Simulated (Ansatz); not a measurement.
# CH3OSSi: the cost of one run

All numbers below are computed with Ansatz 0.2.0 (RKS B3LYP/def2-SVP).

## 1. The starting structure

Bond lengths: Si1–C2 1.852 Å, C2–O3 1.295 Å, O3–S4 1.673 Å, Si1–H5 1.466 Å, C2–H6 1.093 Å, S4–H7 1.344 Å. Angles: Si1–C2–O3 123.4°, Si1–C2–H6 121.4°, O3–C2–H6 109.8°, C2–Si1–H5 107.6°, C2–O3–S4 122.5°, O3–S4–H7 92.9°.

Coordinates:

```xyz
7

Si   -1.5687    0.6012    0.7374
C     0.1809    0.8232    0.1720
O     0.9835   -0.1645   -0.0686
S     0.4323   -1.6878   -0.4878
H    -2.4450    0.9457   -0.3863
H     0.7578    1.7113    0.4404
H     1.6593   -2.2291   -0.4072
```

## 2. Preparing the start

Contents of input.yaml:

```yaml
crystal:
  periodic: [false, false, false]
  atoms:
    - { symbol: Si, position_ang: [-1.56874, 0.6012, 0.73736] }
    - { symbol: C, position_ang: [0.18085, 0.82319, 0.17204] }
    - { symbol: O, position_ang: [0.98347, -0.16451, -0.06856] }
    - { symbol: S, position_ang: [0.43228, -1.68775, -0.48775] }
    - { symbol: H, position_ang: [-2.44497, 0.94569, -0.3863] }
    - { symbol: H, position_ang: [0.7578, 1.71129, 0.44043] }
    - { symbol: H, position_ang: [1.65931, -2.2291, -0.40722] }
total_charge: 1
basis:
  gaussian: { orbitals: def2-SVP }
hamiltonian:
  xc: b3lyp
relax:
  f_tol: 0.02
  max_steps: 40
output:
  orbitals: {}
```

Run with:

```bash
ansatz run input.yaml --threads 1 --pin off --max-ram 2048MiB --backend cpu --events-out ev --progress --plain --runs-dir out
```

What time and memory should one allow on 1 thread of Arm Neoverse V2, shared host?

About 40 s, with a peak of 0.15 GiB.
